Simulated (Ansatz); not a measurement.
**TaBi: which structure wins at one pressure**

Aim: bring TaBi in several structures (rocksalt, CsCl, zincblende, wurtzite, WC) to one pressure and rank them by enthalpy. The pressure is set by scaling the first phase. Methods of the runs shown: LAPW. Companion runs by PAW are cited.

Program: Ansatz 0.2.0. Level of theory: DFT, PBE, all-electron LAPW, scalar-relativistic. These are calculated values, not measurements.

## (1) The system as given

It takes space group Fm-3m (No. 225, cubic). Conventional cell: a = 4.825 Å, b = 4.825 Å, c = 4.825 Å, α = 90.00°, β = 90.00°, γ = 90.00°. Ta (site symmetry m-3m) has 6 Bi at 2.41 Å in its first shell of neighbours. Bi (site symmetry m-3m) has 6 Ta at 2.41 Å in its first shell of neighbours.

Structure file:

```cif
data_structure
_symmetry_space_group_name_H-M 'Fm-3m'
_symmetry_Int_Tables_number 225
_cell_length_a 4.8252
_cell_length_b 4.8252
_cell_length_c 4.8252
_cell_angle_alpha 90.000
_cell_angle_beta 90.000
_cell_angle_gamma 90.000
_cell_volume 112.34
loop_
_atom_site_label
_atom_site_type_symbol
_atom_site_symmetry_multiplicity
_atom_site_Wyckoff_symbol
_atom_site_fract_x
_atom_site_fract_y
_atom_site_fract_z
_atom_site_occupancy
Ta1 Ta 4 a 0.00000 0.00000 0.00000 1
Bi1 Bi 4 b 0.50000 0.00000 0.00000 1
```

The file gives the conventional cell by its symmetry; the runs use the cell typed in the input.

Atoms are numbered in the order of the input: Ta1, Bi2.

## (2) Rocksalt relaxed under pressure, LAPW

input.yaml reads:

```yaml
crystal:
  lattice:
    - [0.0, 2.4126124921, 2.4126124921]
    - [2.4126124921, 0.0, 2.4126124921]
    - [2.4126124921, 2.4126124921, 0.0]
  atoms:
    - { symbol: Ta, position: [0.0, 0.0, 0.0] }
    - { symbol: Bi, position: [0.5, 0.5, 0.5] }
kpoints:
  mp_grid: { grid: [13, 13, 13] }
scf:
  occupations: { method: fermi_dirac, width: 0.1 }
hamiltonian:
  xc: pbe
  pseudopotentials: { kind: all_electron, lapw: { basis_error: 0.0005 } }
output:
  forces: true
  stress: true
  eigenvalues: true
relax:
  f_tol: 0.005
  max_steps: 12
  cell: { p_target: 200.0, stress_tol: 0.1 }
```

Started as:

```bash
> ansatz run input.yaml --threads 1 --pin off --max-ram 3584MiB --backend cpu --events-out ev --progress --plain --runs-dir out
```

After this run come: CsCl relaxed under pressure, LAPW; Zincblende relaxed under pressure, LAPW; Wurtzite at the cell that PAW relaxed, LAPW; WC relaxed under pressure, LAPW.

**Question.** What will these runs give? Wanted: pressure; lowest (for each run or level that gives them).

The runs gave:

| quantity | value |
| --- | --- |
| pressure | 200 GPa |
| lowest (LAPW) | CsCl, 514.9 meV/atom under WC |
| lowest (PAW) | CsCl, 516.8 meV/atom under WC |

By LAPW the order is CsCl < WC < wurtzite < rocksalt < zincblende. By PAW the order is CsCl < WC < wurtzite < rocksalt < zincblende. The methods agree on the lowest phase. Only these structures were tried, with electrons smeared by 0.1 eV and without vibrations, so the true ground state may be another. The k meshes differ between phases and weren't tested, which can move differences by some meV. Spin-orbit coupling is left out, though the cell holds Bi; in elements this heavy it can shift bands and gaps by tenths of an eV.
